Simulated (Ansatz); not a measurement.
# CsTi (Fm-3m) in Ansatz: convergence with scf exx energy threshold

Aim: find how far scf exx energy threshold must go before the results for CsTi settle, at PBE0. This setting moves, with any that are tied to it; all else stays.

All numbers are computed with Ansatz 0.2.0; they aren't measurements. Logs are shortened: lines on timing, memory, paths and dates and some standing lists are left out, and cuts for length are marked.

## (1) The structure

The structure is cubic, space group Fm-3m (No. 225). Conventional cell: a = 6.019 Å, b = 6.019 Å, c = 6.019 Å, α = 90.00°, β = 90.00°, γ = 90.00°. Cs (site symmetry m-3m) is surrounded by 6 Ti at 3.01 Å. Around Ti (site symmetry m-3m) lie 6 Cs at 3.01 Å.

The cell was built by a generator and needn't be a form met in nature.

## (2) With scf exx energy threshold 0.01

input.yaml reads:

```yaml
crystal:
  lattice:
    - [0.0, 3.0095975, 3.0095975]
    - [3.0095975, 0.0, 3.0095975]
    - [3.0095975, 3.0095975, 0.0]
  atoms:
    - { symbol: Cs, position: [0.0, 0.0, 0.0] }
    - { symbol: Ti, position: [0.5, 0.5, 0.5] }
hamiltonian:
  xc: pbe0
  pseudopotentials: { kind: paw, source: jth }
kpoints:
  mp_grid: { grid: [4, 4, 4] }
scf:
  occupations: { method: fermi_dirac, width: 0.05 }
  exx: { energy_threshold: 0.01 }
output:
  forces: true
  stress: true
  eigenvalues: true
```

Potentials or basis: JTH PAW.

Started as:

```console
$ ansatz run input.yaml --threads 2 --pin off --max-ram 5632MiB --backend cpu --events-out ev --progress --plain --runs-dir out
```

Wall time 97 s (2 threads of Arm Neoverse V1, shared host); peak memory 3.1 GiB.

What came out:

| Property | Result |
| --- | --- |
| Free energy | -8153.0777 eV |
| Pressure | 8.5 GPa |
| Band gap on the k mesh | none (metal or under the smearing width) |

## (3) With scf exx energy threshold 0.001

input.yaml, as its differences from that of step 2:

```diff
@@ -15,3 +15,3 @@
   occupations: { method: fermi_dirac, width: 0.05 }
-  exx: { energy_threshold: 0.01 }
+  exx: { energy_threshold: 0.001 }
 output:
```

Potentials or basis: JTH PAW.

Started as:

```console
$ ansatz run input.yaml --threads 2 --pin off --max-ram 5632MiB --backend cpu --events-out ev --progress --plain --runs-dir out
```

Run time: 1.8 min. Hardware: 2 threads of Arm Neoverse V1, shared host; peak memory 3.1 GiB.

Results:

```yaml
Free_energy: -8153.0777 eV
Pressure: 8.4 GPa
Band_gap_on_the_k_mesh: none (metal or under the smearing width)
```

## (4) With scf exx energy threshold 0.0001

input.yaml, as its differences from that of step 3:

```diff
@@ -15,3 +15,3 @@
   occupations: { method: fermi_dirac, width: 0.05 }
-  exx: { energy_threshold: 0.001 }
+  exx: { energy_threshold: 0.0001 }
 output:
```

Started as:

```console
$ ansatz run input.yaml --threads 2 --pin off --max-ram 5632MiB --backend cpu --events-out ev --progress --plain --runs-dir out
```

Run time: 1.7 min. Hardware: 2 threads of Arm Neoverse V1, shared host; peak memory 3.1 GiB.

What came out:

- Free energy: -8153.0777 eV
- Pressure: 8.4 GPa
- Band gap on the k mesh: none (metal or under the smearing width)

## (5) With scf exx energy threshold 1e-05

input.yaml, as its differences from that of step 4:

```diff
@@ -15,3 +15,3 @@
   occupations: { method: fermi_dirac, width: 0.05 }
-  exx: { energy_threshold: 0.0001 }
+  exx: { energy_threshold: 1.0e-05 }
 output:
```

Started as:

```console
$ ansatz run input.yaml --threads 2 --pin off --max-ram 5632MiB --backend cpu --events-out ev --progress --plain --runs-dir out
```

Wall time 1.7 min (2 threads of Arm Neoverse V1, shared host); peak memory 3.1 GiB.

Results (log left out):

| Quantity | Value |
| --- | --- |
| Free energy | -8153.0777 eV |
| Pressure | 8.4 GPa |
| Band gap on the k mesh | none (metal or under the smearing width) |

## (6) With scf exx energy threshold 1e-06

input.yaml, as its differences from that of step 5:

```diff
@@ -15,3 +15,3 @@
   occupations: { method: fermi_dirac, width: 0.05 }
-  exx: { energy_threshold: 1.0e-05 }
+  exx: { energy_threshold: 1.0e-06 }
 output:
```

Potentials or basis: JTH PAW.

Started as:

```console
$ ansatz run input.yaml --threads 2 --pin off --max-ram 5632MiB --backend cpu --events-out ev --progress --plain --runs-dir out
```

It took 99 s on 2 threads of Arm Neoverse V1, shared host; peak memory 3.1 GiB.

It converged, with:

- Free energy: -8153.0777 eV
- Pressure: 8.4 GPa
- Band gap on the k mesh: none (metal or under the smearing width)

## (7) With scf exx energy threshold 1e-07

input.yaml, as its differences from that of step 6:

```diff
@@ -15,3 +15,3 @@
   occupations: { method: fermi_dirac, width: 0.05 }
-  exx: { energy_threshold: 1.0e-06 }
+  exx: { energy_threshold: 1.0e-07 }
 output:
```

Potentials or basis: JTH PAW.

Started as:

```console
$ ansatz run input.yaml --threads 2 --pin off --max-ram 5632MiB --backend cpu --events-out ev --progress --plain --runs-dir out
```

Standard output:

```text
Warning: the checks of this Cs dataset prove no rule for summing its radial tables, as where they were carried onto another mesh than they were made on, and Gregory's rule is taken, under which a leading mesh point left out moves its sums only by what lay on the interval it spanned. That does not make them correct, and they differ from Quantum ESPRESSO's on this file; a re-export a fraction of a mesh step off can move them. hamiltonian.pseudopotentials.radial_quadrature: simpson_from_first_knot sums it by `pw.x`'s rule; on a PAW file no value gives `pw.x`'s numbers. What more to know: hamiltonian.pseudopotentials.radial_quadrature, in the input reference
Warning: the checks of this Ti dataset prove no rule for summing its radial tables, as where they were carried onto another mesh than they were made on, and Gregory's rule is taken, under which a leading mesh point left out moves its sums only by what lay on the interval it spanned. That does not make them correct, and they differ from Quantum ESPRESSO's on this file; a re-export a fraction of a mesh step off can move them. hamiltonian.pseudopotentials.radial_quadrature: simpson_from_first_knot sums it by `pw.x`'s rule; on a PAW file no value gives `pw.x`'s numbers. What more to know: hamiltonian.pseudopotentials.radial_quadrature, in the input reference
Warning: output.stress: scf.convergence.dr2_threshold = 1e-7 eV (the SCF's general default) is looser than the 2e-10 eV advised for a printed stress (1e-10 eV for each atom of the cell: 2). What an SCF threshold leaves in a stress goes as its square root, and in the free energy as the threshold itself, and one threshold admits the most on a small cell: of the crystals measured, under no hybrid functional and no lock of the moments, on runs that ended without the residual-converged pass, on stresses that held no estimate of that error, the worst erred by over 100 MPa in a component at 1e-7 eV an atom and by under 5 at 1e-10. Set scf.convergence.dr2_threshold to 2e-10 eV or tighter. The threshold is an SCF's pass mark: one that does not reach it within its budget of iterations ends unconverged, or closes short of it on a stop that the run arms, and scf.convergence.dr2_threshold's page says what that costs each kind of run
Warning: output.stress: scf.exx.energy_threshold = 1e-7 eV is looser than the 2e-8 eV advised for a stress under a hybrid functional (1e-8 eV for each atom of the cell: 2). Every SCF of the exchange loop can meet its threshold on dr2 while the loop round them stops early: no threshold on dr2 bounds what that leaves in the stress. Set scf.exx.energy_threshold to 2e-8 eV or tighter. The threshold is the loop's pass mark: a loop that does not reach it within its budget of cycles ends unconverged, and scf.exx.energy_threshold's page has the law
Warning: RAYON_NUM_THREADS=2 ignored (pool sized by the plan → 2); use --threads N
Engine: ansatz 0.2.0, aarch64-unknown-linux-gnu
Pseudopotentials: kind: paw
Pseudopotential: Cs, paw, valence charge 9, recommended cutoff 1200 eV (normal), Cs.paw.azcp
Pseudopotential: Ti, paw, valence charge 12, recommended cutoff 1230 eV (normal), Ti.paw.azcp
Functional definition: PBE0
  parameter a = 0.25
  parameter kappa = 0.804
  parameter beta = 0.06672455060314922
  exchange = (1 - a)*pbe_x(kappa = kappa, mu = beta*pi^2/3) + a*exact_x
  correlation = pbe_c(beta = beta)
Crystal: 2 atoms, lattice volume = 54.520 Å³
Basis set: ecut = 1230 eV, 5329 PW (Γ), exchange–correlation on 120×120×120 points (8 copies of the dense FFT grid, shifted against one another)
Bands: 15, of which v1, the nominal top of the filled ones, is band 11 counted from 1 (10 counted from 0)
Symmetry: 48 space group operations
Space group: Fm-3m (ITA 225), of the structure as read, at distance tolerance 3.8e-5 Å
k-points: 8 of 64
Non-local potential: Cs, projectors of the file, l = 0: 2, l = 1: 2, l = 2: 2
Non-local potential: Ti, projectors of the file, l = 0: 2, l = 1: 2, l = 2: 2
PAW form: soft (Blöchl's): semilocal exchange-correlation on the pseudo side does not see the compensation charge
PAW frozen core: Cs, regenerated for the run's functional, and the local potential with it (the file was generated under x = pbe(κ = 0.804, μ = 0.2195149727645171), c = pbe(β = 0.06672455060314922))
PAW frozen core: Ti, regenerated for the run's functional, and the local potential with it (the file was generated under x = pbe(κ = 0.804, μ = 0.2195149727645171), c = pbe(β = 0.06672455060314922))
PAW one-centre angular grid: Cs, 590 points (default); XC on 124 of its mesh's 946 points in the sphere
PAW one-centre angular grid: Ti, 590 points (default); XC on 64 Gauss nodes
Initial density: superposition of atomic densities (chi_scale 0.1, normalization cell, long waves kept (reshape's long-wave potential 0.00 eV rms))
Initial wavefunctions: pseudopotential atomic-orbital guess
Functional: x = pbe(κ = 0.804, μ = 0.2195149727645171), c = pbe(β = 0.06672455060314922), warm-up for x = 0.75 pbe(κ = 0.804, μ = 0.2195149727645171) + 0.25 exact, c = pbe(β = 0.06672455060314922)
[... 129 lines left out ...]
SCF iter   3: F=—  HF=-8153.077715 eV  |F-HF|=—  |Δ(HF+E_count)|=   5.53e-9  Δρ=3.42e-6  dr2=1.04e-8  ethr=2.38e-11  ⟨swp⟩=4.2  Hψ=297  notcnv=0
SCF iter   4: F=-8153.077715 eV  HF=-8153.077715 eV  |F-HF|=1.82e-11  |Δ(HF+E_count)|=   3.14e-9  Δρ=2.70e-7  dr2=3.96e-11  ethr=2.38e-11  ⟨swp⟩=4.0  Hψ=266  notcnv=0
SCF 9 converged in 4 iterations: F = -8153.077715 eV  dr2 = 3.96e-11
  Residual-converged pass: ⟨swp⟩=3.0  Hψ=248  notcnv=0  max |occ|·‖R‖ = 7.7e-7 eV (tolerance 7.7e-7 eV)  dr2=3.51e-11  dr2_onsite=1.26e-11  max |Δocc| = 1.2e-13
hybrid outer 8: dexx = +2.991e-8 eV, tail = 5.03e-10 eV, Δε = 2.72e-4 eV (about 5.85e-5 eV left of the loop's levels), ΔF = 2.10e-29 eV/Å (tail 5.86e-30)
hybrid SCF converged: 8 outer / 68 inner (+14 warm-up), last move |dexx| = 2.99e-8 eV, tail = 5.03e-10 eV
Stability not checked: this state was not tested for a lower state beside it, because the functional holds exact exchange (a hybrid, or Hartree-Fock), whose exchange loop this test does not read (fock_operator; see scf.lower_state_search)
Free energy (F): -8153.077715 eV
Frozen-core exchange: fock
Harris-Foulkes:  -8153.077715 eV  (|F-HF|=1.82e-11)
Internal energy: -8153.052525 eV  (E = F + TS)
E sigma→0 (E₀):  -8153.065120 eV
Entropy (-TS):   -0.025191 eV (-12.595 meV/atom)
Fermi energy:    11.165312 eV
--- Per-component energies (eV) ---
  E_band       = -241.649881
  E_kinetic    = 362.580520
  E_local      = -1261.189765  (includes V_loc(G=0)·N_el)
  E_nonlocal   = 132.112855
  E_hartree    = 479.513201
  E_xc         = -325.523827
  E_vxc        = -184.168814  (∫ρ·V_xc dr)
  E_exx        = -62.875928  (= α·E_x^exact, valence–valence)
  E_paw        = -5961.854074  (= ΣΔE_a)
  E_vpaw       = -124.259104  (= ΣTr[D̂ρ^β])
  E_aug_tail   = 0.000001  (compensation charges beyond the density's cutoff)
  E_ewald      = -1515.485801
  E_core_change = -0.329706  (= ΣΔE_core)
  E_smearing   = -0.025191  (= −TS)
  E_closure    = 0.000000  (closes the sum)
  Σ components = -8153.077715   (vs F -8153.077715, Δ=0.00e0)
--- Forces (eV/Å), atoms counted from 1 ---
  atom   1  Cs    -0.00000000     0.00000000     0.00000000
  atom   2  Ti     0.00000000    -0.00000000     0.00000000
  max |Σ_I F_I| component: 4.48e-29 eV/Å
--- Stress (GPa, compression-positive) ---
        8.449008       0.000000      -0.000000
        0.000000       8.449008       0.000000
        0.000000      -0.000000       8.449008
  P = ⅓ Tr σ = 8.4490 GPa (84.490 kbar)
--- Band table (eV; the first three rows and the last of 8) ---
  k-point 0: bands = ["-51.6618", "-26.3465", "-26.3465", "-26.3465", "-14.2539", "0.4661", "0.4661", "0.4661", "7.5631", "9.5325", "9.5325", "9.5325", "10.5479", "10.5479", "17.7654"]
  k-point 1: bands = ["-51.6599", "-26.3614", "-26.3490", "-26.3490", "-14.1301", "-0.5786", "0.2301", "0.2301", "9.0893", "10.1292", "10.3021", "10.3021", "11.8814", "11.8814", "15.3530"]
  k-point 2: bands = ["-51.6600", "-26.3811", "-26.3516", "-26.3516", "-14.0032", "-1.3798", "0.0269", "0.0269", "10.0222", "11.3870", "11.7714", "11.7714", "13.5201", "13.5201", "13.9177"]
  k-point 7: bands = ["-51.6585", "-26.3641", "-26.3641", "-26.3559", "-13.9764", "-0.6132", "-0.6132", "-0.3557", "9.9944", "9.9944", "10.5970", "12.3748", "12.3805", "13.8086", "14.5750"]
```

Wall time 1.7 min (2 threads of Arm Neoverse V1, shared host); peak memory 3.1 GiB.

Results:

```
Free energy            : -8153.0777 eV
Pressure               : 8.4 GPa
Band gap on the k mesh : none (metal or under the smearing width)
```

## (8) Result

```
scf exx energy threshold  energy less the tightest run, at zero smearing (meV/atom)  SCF cycles  CPU time (s)  peak memory (GiB)
                    0.01                                                       0.00          62           190                3.1
                   0.001                                                       0.00          64           200                3.1
                  0.0001                                                       0.00          64           200                3.1
                   1e-05                                                       0.00          65           200                3.1
                   1e-06                                                       0.00          70           190                3.1
                   1e-07                                                       0.00          82           200                3.1
```

Against the tightest run, the energy stays within 1 meV/atom from 0.01 on. The tightest run that finished is the yardstick and may itself not be fully converged.

Caveats: all runs use coarse meshes; the thresholds are loose for stress.
